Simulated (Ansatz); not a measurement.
# Tantalum, A15 under r²SCAN: structure and ground-state energy

The plan for tantalum in the A15 structure: relax it, then solve it on a dense k-mesh. Spin polarisation is left out. The k-meshes are 5×5×5 for the relaxation; 7×7×7 for the dense run.

Program: Ansatz 0.2.0. Level of theory: DFT r2SCAN, plane waves (500 eV) with PAW, scalar-relativistic; PBE-made PAW files. These are calculated values, not measurements.

## (1) The starting structure

It takes space group Pm-3n (No. 223, cubic). Conventional cell: a = 5.248 Å, b = 5.248 Å, c = 5.248 Å, α = 90.00°, β = 90.00°, γ = 90.00°. Ta (site symmetry m-3) has 12 Ta at 2.93 Å as nearest neighbours. Ta (site symmetry -4m2) is surrounded by 6 Ta at 2.62 to 2.93 Å.

Structure file:

```cif
data_structure
_symmetry_space_group_name_H-M 'P 1'
_symmetry_Int_Tables_number 1
_cell_length_a 5.2476
_cell_length_b 5.2476
_cell_length_c 5.2476
_cell_angle_alpha 90.000
_cell_angle_beta 90.000
_cell_angle_gamma 90.000
_cell_volume 144.51
loop_
_atom_site_label
_atom_site_type_symbol
_atom_site_fract_x
_atom_site_fract_y
_atom_site_fract_z
_atom_site_occupancy
Ta1 Ta 0.00000 0.00000 0.00000 1
Ta2 Ta 0.50000 0.50000 0.50000 1
Ta3 Ta 0.25000 0.00000 0.50000 1
Ta4 Ta 0.75000 0.00000 0.50000 1
Ta5 Ta 0.50000 0.25000 0.00000 1
Ta6 Ta 0.50000 0.75000 0.00000 1
Ta7 Ta 0.00000 0.50000 0.25000 1
Ta8 Ta 0.00000 0.50000 0.75000 1
```

## (2) Relaxing cell and atoms

The input, input.yaml:

```yaml
crystal:
  lattice:
    - [5.2476303976, 0.0, 0.0]
    - [0.0, 5.2476303976, 0.0]
    - [0.0, 0.0, 5.2476303976]
  atoms:
    - { symbol: Ta, position: [0.0, 0.0, 0.0] }
    - { symbol: Ta, position: [0.5, 0.5, 0.5] }
    - { symbol: Ta, position: [0.25, 0.0, 0.5] }
    - { symbol: Ta, position: [0.75, 0.0, 0.5] }
    - { symbol: Ta, position: [0.5, 0.25, 0.0] }
    - { symbol: Ta, position: [0.5, 0.75, 0.0] }
    - { symbol: Ta, position: [0.0, 0.5, 0.25] }
    - { symbol: Ta, position: [0.0, 0.5, 0.75] }
hamiltonian:
  xc: r2scan
  pseudopotentials:
    kind: paw
    azcp:
      Ta: "pseudopotentials/Ta.paw.azcp"
basis:
  ecutwfc: 500
  fft_grid_basis: typed
kpoints:
  mp_grid: { grid: [5, 5, 5], shift: [0, 0, 0] }
magnetization:
  spin_polarized: false
scf:
  occupations: { method: fermi_dirac, width: 0.1 }
relax:
  max_steps: 60
  f_tol: 0.01
  cell: {}
```

Further steps of the session: The energy on a finer k-mesh.

**Question.** What will these runs give? Wanted: space group; conventional cell; volume; shortest distance; gap on the mesh; relative to bcc.

The runs gave:

```
                      quantity                         value
space group (spins left aside)               Pm-3n (No. 223)
             conventional cell                   a = 5.287 Å
                        volume                18.471 Å³/atom
             shortest distance                       2.643 Å
               gap on the mesh  none (levels filled in part)
               relative to bcc                  +18 meV/atom
```

In words: From the guessed start the volume grew by 2.3 % in 5 steps. It lies 18 meV/atom above the element's reference form at the same level (bcc, from a run of its own). No gap shows: it is a metal or semimetal at this level. The symmetry was held, so the structure may be unstable against distortions that break it.
